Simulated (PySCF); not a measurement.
# C12H24O6 (18-crown-6): the cost of one run

Computed with PySCF 2.14.0 and routines of our own; the level stands in each step. Atoms count from 0.

### Step 1. The starting structure

42 atoms, charge 0, multiplicity 1; geometry from: GFN2-xTB.

### Step 2. NMR shifts: GIAO KT3/pcSseg-1

The job: settings as JSON, then the geometry in Å.

```
{"job": {"kind": "nmr", "xc": "KT3", "basis": "pcSseg-1", "pop": false}, "charge": 0, "multiplicity": 1}
C      1.457483     2.813891    -1.679993
C      0.355216     3.867266    -1.512507
O     -0.841860     3.342548    -0.993230
C     -0.780686     3.028747     0.384058
C     -1.978922     2.168178     0.761396
O     -1.766013     0.836650     0.349110
C     -2.782196    -0.027413     0.793327
C     -2.638222    -1.400791     0.147889
O     -1.551523    -2.092158     0.713726
C     -1.497189    -3.448559     0.325909
C     -0.175873    -4.063904     0.803340
O      0.861885    -3.977369    -0.144709
C      1.283265    -2.670152    -0.478551
C      2.131982    -2.015124     0.625447
O      2.801629    -0.857160     0.182025
C      1.985532     0.290879     0.104430
C      2.877266     1.463307    -0.324027
O      2.163851     2.669338    -0.459955
H      0.990007     1.871057    -1.983243
H      2.156336     3.130071    -2.468953
H      0.090032     4.269900    -2.492961
H      0.734558     4.677431    -0.875028
H      0.139463     2.487395     0.617394
H     -0.800797     3.959732     0.972480
H     -2.119395     2.207091     1.852871
H     -2.879331     2.573285     0.276711
H     -3.769446     0.380488     0.524303
H     -2.736760    -0.137700     1.887537
H     -2.492503    -1.280435    -0.935537
H     -3.567610    -1.967548     0.315874
H     -2.345064    -3.992091     0.771654
H     -1.565663    -3.546184    -0.767798
H     -0.309693    -5.136002     0.964422
H      0.101764    -3.590192     1.752575
H      0.424316    -2.033050    -0.712646
H      1.899748    -2.787988    -1.373778
H      1.499655    -1.778459     1.491625
H      2.916293    -2.713419     0.930461
H      1.169731     0.150211    -0.616271
H      1.532909     0.503946     1.084118
H      3.628940     1.642228     0.448556
H      3.392714     1.197978    -1.255428
```

Method: GIAO KT3/pcSseg-1 NMR shielding, non-relativistic, gas phase.

Started as:

```bash
$ OMP_NUM_THREADS=1 python large_run.py task.json out
```

The driver reads the jobs from task.json and runs them one after another.

Q: Estimate the wall time and peak memory of this job on 1 thread of Arm Neoverse N1, shared host.

About 83 s, with a peak of 0.6 GiB.
